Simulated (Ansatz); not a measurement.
# Al2H3: the cost of one run

Computed with Ansatz 0.2.0 (DFT PBE, scalar-relativistic, plane waves, PAW, unless a step's input says otherwise).

## 1. The structure to begin with

Symmetry: R-3m, No. 166, trigonal system. The conventional cell has a = 4.402 Å, b = 4.402 Å, c = 11.841 Å, α = 90.00°, β = 90.00°, γ = 120.00°. Al (site symmetry 3m) is surrounded by 3 H at 1.69 Å. H (site symmetry 2/m) has 2 Al at 1.69 Å as nearest neighbours.

As a file:

```xyz
5
Lattice="2.2011 1.2708 3.9470 -2.2011 1.2708 3.9470 0.0000 -2.5416 3.9470" Properties=species:S:1:pos:R:3 pbc="T T T"
Al    0.0000    0.0000    2.8389
Al    0.0000    0.0000    9.0020
H     0.0000    1.2708    3.9470
H    -1.1005   -0.6354    3.9470
H     1.1005   -0.6354    3.9470
```

It is the end of an earlier relaxation with the same method, starting from a generated guess, and another structure or a mixture of phases may lie lower. At a tolerance of 0.05 Å it has space group R-3m (No. 166); it has 13.25 Å³/atom, an uncorrected energy of +0.29 eV/atom over the elements.

## 2. Bands, states and charges

input.yaml reads:

```yaml
crystal:
  lattice:
    - [2.2010918849, 1.2708009923, 3.9469609502]
    - [-2.2010918849, 1.2708009923, 3.9469609502]
    - [0.0, -2.5416019846, 3.9469609502]
  atoms:
    - { symbol: Al, position: [0.2397525784, 0.2397525784, 0.2397525784] }
    - { symbol: Al, position: [0.7602474216, 0.7602474216, 0.7602474216] }
    - { symbol: H, position: [0.5, 0.5, 0.0] }
    - { symbol: H, position: [0.0, 0.5, 0.5] }
    - { symbol: H, position: [0.5, 0.0, 0.5] }
basis:
  ecutwfc: 420
kpoints:
  mp_grid: { grid: [12, 12, 12] }
  band_path:
    path:
      - [[0.0, 0.0, 0.0], [0.5, 0.5, 0.5], [0.76422377, 0.23577623, 0.5]]
      - [[0.5, -0.23577623, 0.23577623], [0.5, 0.0, 0.0], [0.0, 0.0, 0.0], [0.36788812, -0.36788812, 0.0]]
      - [[0.63211188, 0.0, 0.36788812], [0.5, 0.0, 0.5], [0.0, 0.0, 0.0]]
    npoints: 14
hamiltonian:
  xc: pbe
scf:
  occupations: { method: gaussian, width: 0.1 }
  n_extra_bands: 12
output:
  forces: true
  stress: true
  eigenvalues: true
  populations: true
  dos: { projected: true, de: 0.02, nscf_kmesh: { grid: [15, 15, 15] } }
  bader: true
  write_density: true
  write_potential: true
  elf: true
  volumetric_format: npy
```

Command:

```sh
> ansatz run input.yaml --threads 1 --pin off --max-ram 2560MiB --backend cpu --events-out ev --progress --plain --runs-dir out
```

What time and memory should one allow on 1 thread of Intel Xeon 6975P-C (Granite Rapids), shared host?

About 77 s, with a peak of 0.54 GiB.
